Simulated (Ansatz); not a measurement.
# C₃H₈AlN: one species, many methods

One table from this session's results is given with a row withheld; the runs are named, their logs left out.

The runs use Ansatz 0.2.0, Gaussian basis; functionals in def2-TZVPP, the program's frozen cores in correlated methods.

The runs, in order: PBE-D4, r2SCAN-D4, PBE0-D4, B3LYP-D4, ωB97X-V, ωB97M-V, B2PLYP; CCSD(T)/def2-TZVPP; MP2/def2-QZVPP; extrapolation to the limit.

## Structure used throughout

An earlier PBE0-D4 in a triple-zeta def2 set relaxation fixed the geometry.

13 atoms, charge 0, spin multiplicity 1.

Atoms are counted from 1 here; the program's logs count them from 0.

Bond lengths: N1–C2 1.508 Å, N1–Al5 1.997 Å, N1–H6 1.011 Å, N1–H7 1.018 Å, C2–C3 1.527 Å, C2–Al5 1.954 Å, C2–H8 1.086 Å, C3–C4 1.561 Å, C3–H9 1.092 Å, C3–H10 1.104 Å, C4–Al5 1.963 Å, C4–H11 1.092 Å, C4–H12 1.090 Å, Al5–H13 1.588 Å. Angles: C2–N1–Al5 66.1°, C2–N1–H6 112.1°, C2–N1–H7 115.6°, Al5–N1–H6 114.4°, Al5–N1–H7 131.0°, H6–N1–H7 109.5°, N1–C2–C3 105.5°, N1–C2–Al5 69.1°, N1–C2–H8 113.8°, C3–C2–Al5 87.7°, C3–C2–H8 117.3°, Al5–C2–H8 151.0°, C2–C3–C4 107.0°, C2–C3–H9 108.2°, C2–C3–H10 112.3°, C4–C3–H9 110.6°, C4–C3–H10 111.9°, H9–C3–H10 106.8° and more.

The first run:

File in.yaml:

```yaml
crystal:
  periodic: [false, false, false]
  atoms:
    - {symbol: N, position_ang: [-0.672244, 0.847359, 1.029664]}
    - {symbol: C, position_ang: [-0.782145, -0.562498, 0.504905]}
    - {symbol: C, position_ang: [0.631082, -0.949894, 0.073742]}
    - {symbol: C, position_ang: [1.030507, 0.005202, -1.093915]}
    - {symbol: Al, position_ang: [-0.788478, 0.730415, -0.960776]}
    - {symbol: H, position_ang: [-1.524289, 1.152653, 1.481041]}
    - {symbol: H, position_ang: [0.120089, 1.027770, 1.642430]}
    - {symbol: H, position_ang: [-1.302341, -1.240317, 1.175710]}
    - {symbol: H, position_ang: [0.610999, -1.987104, -0.267983]}
    - {symbol: H, position_ang: [1.351571, -0.903626, 0.908349]}
    - {symbol: H, position_ang: [1.857401, 0.675031, -0.848069]}
    - {symbol: H, position_ang: [1.314665, -0.550468, -1.987866]}
    - {symbol: H, position_ang: [-1.826517, 1.720780, -1.642432]}
basis:
  gaussian: {orbitals: def2-TZVPP}
hamiltonian: {xc: pbe, dispersion: d4}
output: {forces: true, orbitals: {seedname: orbitals}}
```

Started as:

```bash
ansatz run in.yaml --threads 4 --pin off --events-out ev --progress --plain --max-ram 10444MiB
```

Among the steps run: PBE-D4 (GGA); r2SCAN-D4 (meta-GGA); PBE0-D4 (hybrid); B3LYP-D4 (hybrid); ωB97X-V (range-separated); ωB97M-V (range-separated); B2PLYP (double hybrid); CCSD(T) in def2-TZVPP; MP2 in def2-QZVPP.

One of the session's tables, all rows but one given; the rest of the session is left out.

It belongs to the step «Atomisation energies». 

```
            method  atomisation energy (eV)
            PBE-D4                   50.531
         r2SCAN-D4                   49.611
           PBE0-D4                        ?
          B3LYP-D4                   49.479
           ωB97X-V                   49.712
           ωB97M-V                   49.740
            B2PLYP                   48.925
     HF/def2-TZVPP                   35.690
    MP2/def2-TZVPP                   48.853
   CCSD/def2-TZVPP                   47.497
CCSD(T)/def2-TZVPP                   48.220
           MP2/CBS                   50.109
       CCSD(T)/CBS                   49.476
```

Q: Estimate the row for PBE0-D4 from the others.

**Answer.** atomisation energy (eV): 49.807. In the column «atomisation energy (eV)» it lies between ωB97M-V (49.740) and MP2/CBS (50.109).

Caveats from the session: Free atoms (1 N, 3 C, 1 Al, 8 H) were run apart at each level; the atomisation energy is their sum less the molecule, without zero-point or spin-orbit terms.
